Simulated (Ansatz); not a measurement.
a series on the perovskite structure: InCo3N, InRh3N, InIr3N: a table of relaxed lattice constants and trends, run with Ansatz 0.2.0 through its Python package.

`inco3n.py`
```python
"""A chemical series on the perovskite structure: relaxed cells and their trends."""

import warnings

import ansatz as az
import numpy as np


def perovskite(a_site, b_site, x_site, a):
    return (
        az.Lattice.cubic(a)
        .space_group(221)
        .atom(a_site, [0, 0, 0])
        .atom(b_site, [0.5, 0.5, 0.5])
        .atom(x_site, [0.5, 0.5, 0])
    )

POLARISED = {"InCo3N"}


def ground_state(name, crystal):
    calc = (
        crystal.calculation()
        .functional("pbesol")
        .basis(520)
        .kpoints(spacing=0.33)
        .occupations("gaussian", width=0.05)
        .stress()
        .band_table()
    )
    if name in POLARISED:
        calc = calc.spin("collinear")
    calc = calc.relax(force_tolerance=0.03, max_steps=40, cell=True)
    return calc.run(threads=1)


def volume_per_atom(outcome):
    return abs(np.linalg.det(outcome.lattice.cell_ang)) / len(outcome.lattice.sites)


def main() -> None:
    # the lattice constants below are starting guesses
    warnings.simplefilter("ignore", az.DeckWarning)

    phases = {}
    phases["InCo3N"] = perovskite("In", "N", "Co", 3.83).moments(Co=2.5)
    phases["InRh3N"] = perovskite("In", "N", "Rh", 3.98)
    phases["InIr3N"] = perovskite("In", "N", "Ir", 3.97)

    done = {}
    for name, crystal in phases.items():
        try:
            done[name] = ground_state(name, crystal)
        except az.NonConvergedError as error:
            print(name, "did not converge:", str(error)[:120])

    rows = [(name, float(np.linalg.norm(o.lattice.cell_ang[0])), volume_per_atom(o), abs(o.report["magnetization_mub"])) for name, o in done.items()]
    print("| compound | a (A) | V (A^3/atom) | M (muB/cell) |")
    print("| --- | --- | --- | --- |")
    for row in rows:
        print(f"| {row[0]} | {row[1]:.3f} | {row[2]:.3f} | {row[3]:.2f} |")


if __name__ == "__main__":
    main()
```

Rank the compounds by their relaxed volume per atom.

From smallest to largest: InCo3N (10.88 Å³), InRh3N (13.42 Å³) and InIr3N (13.90 Å³). The largest is 28 % above the smallest.

What the script printed:

```console
$ python inco3n.py
| compound | a (A) | V (A^3/atom) | M (muB/cell) |
| --- | --- | --- | --- |
| InCo3N | 3.789 | 10.883 | 2.46 |
| InRh3N | 4.063 | 13.419 | 0.00 |
| InIr3N | 4.111 | 13.899 | 0.00 |
```

The magnetic order follows from the starting moments and needn't be the lowest. Spin-orbit coupling, which matters for elements this heavy, is left out. The cells are built on a prototype by substitution; a member may or may not take this structure in nature. It ran for 51 s on 1 thread of Arm Neoverse V2, on a shared host, peak memory 0.5 GiB.

(Lines on the test bed's own set-up are left out of the output.)
